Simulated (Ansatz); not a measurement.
# CH₄OS₂W: from a rough start to a minimum

Aim: relax CH₄OS₂W from a cheap starting geometry, then compute its harmonic vibrations to see whether it is a minimum and to get the zero-point energy and entropy, and look at its orbitals and charge.

Program: Ansatz 0.2.0, Gaussian basis. Level of theory: RKS PBE0-D4/def2-TZVP. These are calculated values, not measurements.

Levels to be run: relaxation at PBE0-D4/def2-TZVP; harmonic vibrations at the same level; a single point in def2-TZVPP for the fields.

### 1 Where the work starts

SMILES `[CH3][W]([OH])(=[S])=[S]`, 9 atoms, charge 0, spin multiplicity 1.

Atoms are counted from 1 here; the program's logs count them from 0.

Bond lengths: C1–W2 2.186 Å, C1–H6 1.104 Å, C1–H7 1.104 Å, C1–H8 1.105 Å, W2–O3 1.819 Å, W2–S4 2.181 Å, W2–S5 2.181 Å, O3–H9 0.965 Å. Angles: W2–C1–H6 112.4°, W2–C1–H7 112.5°, W2–C1–H8 111.5°, H6–C1–H7 107.1°, H6–C1–H8 106.5°, H7–C1–H8 106.5°, C1–W2–O3 110.1°, C1–W2–S4 100.1°, C1–W2–S5 100.1°, O3–W2–S4 118.9°, O3–W2–S5 119.1°, S4–W2–S5 105.3°, W2–O3–H9 174.5°.

The start is a GFN2-xTB geometry. W takes the def2 core potential; no spin-orbit term is included.

### 2 Optimising with PBE0-D4/def2-TZVP

Input file in.yaml:

```yaml
crystal:
  periodic: [false, false, false]
  atoms:
    - {symbol: C, position_ang: [-1.358400, -0.035420, 0.051900]}
    - {symbol: W, position_ang: [0.789410, 0.196690, -0.284350]}
    - {symbol: O, position_ang: [1.722930, -0.679350, 1.007940]}
    - {symbol: S, position_ang: [0.931900, -0.501040, -2.345760]}
    - {symbol: S, position_ang: [0.925000, 2.370260, -0.402860]}
    - {symbol: H, position_ang: [-1.682020, 0.388440, 1.018980]}
    - {symbol: H, position_ang: [-1.675760, -1.093150, 0.038030]}
    - {symbol: H, position_ang: [-1.948040, 0.478670, -0.728190]}
    - {symbol: H, position_ang: [2.294970, -1.125090, 1.644300]}
basis:
  gaussian: {orbitals: def2-TZVP}
hamiltonian: {xc: pbe0, dispersion: d4}
relax: {f_tol: 0.005, max_steps: 150}
```

Command:

```
ansatz run in.yaml --threads 4 --pin off --events-out ev --progress --plain --max-ram 10444MiB
```

Further steps of the session: Force constants and modes; Orbitals, density and potential.

Before running them: what should the planned runs give, taken together? Wanted: point group; shift from the start; total energy; dispersion term; dipole moment; lowest, highest wavenumber; zero-point energy; HOMO, LUMO.

As calculated:

| quantity | value |
| --- | --- |
| point group | C1 |
| steps | 17 |
| shift from the start (rms) | 0.242 Å |
| total energy | -26641.0433 eV |
| dispersion term | -251 meV |
| dipole moment | 3.08 D |
| lowest, highest wavenumber | 155, 3881 cm⁻¹ |
| zero-point energy | 32.9 kcal/mol |
| entropy at 298.15 K | 373.8 J/(mol K) |
| HOMO, LUMO | -7.20, -2.54 eV |

What this shows: The atoms moved 0.24 Å (rms) from the start; the bond that changed most is C1–W2, from 2.186 to 2.098 Å. All wavenumbers are real, so the end point is a minimum. The stiffest mode, 3881 cm⁻¹, is an O–H stretch, and 5 modes under 200 cm⁻¹ make the vibrational entropy uncertain. Harmonic hybrid wavenumbers usually lie a few per cent above measured fundamentals. The largest Mulliken charge, +0.96 e, sits on W2. The HOMO lies mostly on S4, S5 about 46 % each and the LUMO on W2 51 %; S5 23 %.
